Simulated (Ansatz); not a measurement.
# Cd2HgO3: the cost of one run

Program: Ansatz 0.2.0. Level of theory: DFT PBE, scalar-relativistic, plane waves, PAW. These are calculated values, not measurements.

**1. The starting structure**

Symmetry: I4/mmm, No. 139, tetragonal system. The conventional cell has a = 3.396 Å, b = 3.396 Å, c = 14.590 Å, α = 90.00°, β = 90.00°, γ = 90.00°. Cd (site symmetry 4mm) has 6 O at 2.37 to 2.44 Å in its first shell of neighbours. Hg (site symmetry 4/mmm) is surrounded by 6 O at 2.40 to 2.48 Å. O (site symmetry 4/mmm) has 4 Hg at 2.40 Å and 2 Cd at 2.44 Å in its first shell of neighbours. Around O (site symmetry 4mm) lie 5 Cd at 2.37 to 2.40 Å and 1 Hg at 2.48 Å.

Structure file:

```
Cd Hg O
1.0
    -1.69808    1.69808    7.29505
     1.69808   -1.69808    7.29505
     1.69808    1.69808   -7.29505
Cd Hg O
2 1 3
Direct
  0.83260 0.83260 0.00000
  0.16740 0.16740 0.00000
  0.50000 0.50000 0.00000
  0.00000 0.00000 0.00000
  0.67010 0.67010 0.00000
  0.32990 0.32990 0.00000
```

The start is the relaxed end of an invented cell (made as: elements ordered on the sites of the CdO type, Cd/Hg on Cd (I4/mmm, No. 139)), taken up again for a closer look.

**2. A first look at the guess**

File input.yaml:

```yaml
crystal:
  lattice:
    - [-1.6980821, 1.6980821, 7.2950453]
    - [1.6980821, -1.6980821, 7.2950453]
    - [1.6980821, 1.6980821, -7.2950453]
  atoms:
    - { symbol: Cd, position: [0.832601, 0.832601, 0.0] }
    - { symbol: Cd, position: [0.167399, 0.167399, 0.0] }
    - { symbol: Hg, position: [0.5, 0.5, 0.0] }
    - { symbol: O, position: [0.0, 0.0, 0.0] }
    - { symbol: O, position: [0.670103, 0.670103, 0.0] }
    - { symbol: O, position: [0.329897, 0.329897, 0.0] }
basis:
  ecutwfc: 420
kpoints:
  mp_grid: { grid: [8, 8, 8] }
hamiltonian:
  xc: pbe
scf:
  occupations: { method: gaussian, width: 0.1 }
  lower_state_search: "off"
output:
  forces: true
  stress: true
  eigenvalues: true
```

On the command line:

```bash
$ ansatz run input.yaml --threads 4 --pin off --max-ram 8192MiB --backend cpu --events-out ev --progress --plain --runs-dir out
```

What time and memory should one allow on 4 threads of Arm Neoverse V2, shared host?

About 2.7 s, with a peak of 0.5 GiB.
